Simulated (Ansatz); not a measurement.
Working through vertical and adiabatic energies of changing the electron count of FH₃NSb, SMILES [NH2][SbH][F]

Computed with Ansatz 0.2.0, Python API.

Typed at the interpreter:
```pycon
>>> import itertools
>>> import ansatz as az
>>> from ase.data import atomic_numbers, covalent_radii
>>> import numpy as np
>>> GEOMETRY = """
... N    -0.86560    0.09120   -0.60770
... Sb   -0.00360   -0.19950    1.23270
... F     0.80230   -1.88860    0.56900
... H    -1.13040    1.14990   -0.63850
... H    -0.17080    0.01960   -1.36480
... H     1.41020    0.76320    0.76310
... """
>>> fh3nsb = az.Crystal.molecule()
>>> for line in GEOMETRY.strip().splitlines():
...     symbol, *xyz = line.split()
...     fh3nsb = fh3nsb.atom(symbol, [float(v) for v in xyz])
...
>>> model = fh3nsb.calculation().basis(gaussian="def2-SVP").functional("PBE", dispersion="d4")
>>> symbols = [site.symbol for site in fh3nsb.cartesian_sites]
>>> start = np.array([site.position_ang for site in fh3nsb.cartesian_sites], dtype=float)
>>> report = model.relax(force_tolerance=0.01).run(threads=1, backend="cpu").report
>>> end = np.array(report["positions_ang"])
>>> minimum = az.Crystal.molecule()
>>> for symbol, place in zip(symbols, end):
...     minimum = minimum.atom(symbol, place.tolist())
...
>>> ion = (
...     minimum.calculation()
...     .basis(gaussian="def2-SVP")  # the orbital basis, by name
...     .functional("PBE", dispersion="d4")
...     .charge(1)  # electrons removed from the neutral system
...     .spin("collinear", total=1)
... )
>>> vertical = ion.run(threads=1, backend="cpu").report
>>> settled = ion.relax(force_tolerance=0.01, max_steps=80).run(threads=1, backend="cpu").report
>>> print(f"vertical ionisation energy   {vertical['free_energy_ev'] - report['free_energy_ev']:.3f} eV")
vertical ionisation energy   9.470 eV
>>> print(f"adiabatic, no zero point     {settled['free_energy_ev'] - report['free_energy_ev']:.3f} eV")
adiabatic, no zero point     8.805 eV
>>> print(f"relaxation energy of the ion {vertical['free_energy_ev'] - settled['free_energy_ev']:.3f} eV")
relaxation energy of the ion 0.665 eV
>>> ionised = np.array(settled["positions_ang"])
>>> # pairs closer than 1.2 times the sum of covalent radii, before or after
>>> radius = [covalent_radii[atomic_numbers[s]] for s in symbols]
>>> span = lambda where, i, j: np.linalg.norm(where[i] - where[j])
>>> bonded = [(i, j) for i, j in itertools.combinations(range(len(symbols)), 2) if min(span(end, i, j), span(ionised, i, j)) < 1.2 * (radius[i] + radius[j])]
>>> print("pair        before    after (A)")
pair        before    after (A)
>>> for i, j in bonded:
...     print(f"{symbols[i]}{i}-{symbols[j]}{j}".ljust(10), f"{span(end, i, j):8.4f} {span(ionised, i, j):8.4f}")
...
N0-Sb1       2.0486   2.0839
N0-H3        1.0269   1.0350
N0-H4        1.0273   1.0364
Sb1-F2       1.9806   1.9243
Sb1-H5       1.7466   1.7586
>>> for first, second in list(itertools.combinations(bonded, 2)):
...     shared = set(first) & set(second)
...     if shared and symbols[(j := shared.pop())] != "H":
...         i, k = sorted((set(first) | set(second)) - {j})
...         u, v = ionised[i] - ionised[j], ionised[k] - ionised[j]
...         angle = np.degrees(np.arccos(np.clip(u @ v / np.linalg.norm(u) / np.linalg.norm(v), -1, 1)))
...         print(f"final angle {symbols[i]}{i}-{symbols[j]}{j}-{symbols[k]}{k}: {angle:.2f} deg")
...
final angle Sb1-N0-H3: 123.95 deg
final angle Sb1-N0-H4: 119.92 deg
final angle N0-Sb1-F2: 93.50 deg
final angle N0-Sb1-H5: 91.61 deg
final angle H3-N0-H4: 112.14 deg
final angle F2-Sb1-H5: 98.64 deg
```

Caveats:
- These settings explore the input space; basis and method may be short of convergence.
- The energies are electronic: no zero-point or thermal terms, and the basis set is short of its limit. The product may relax into another structure. The relaxation finds the nearest minimum, so the adiabatic value is an upper bound.
- def2 sets replace the cores of elements past krypton by effective core potentials.
- The whole script took 38 s on 1 thread of Intel(R) Xeon(R) 6975P-C (Granite Rapids), with other jobs on the host, peak memory 0.25 GiB.
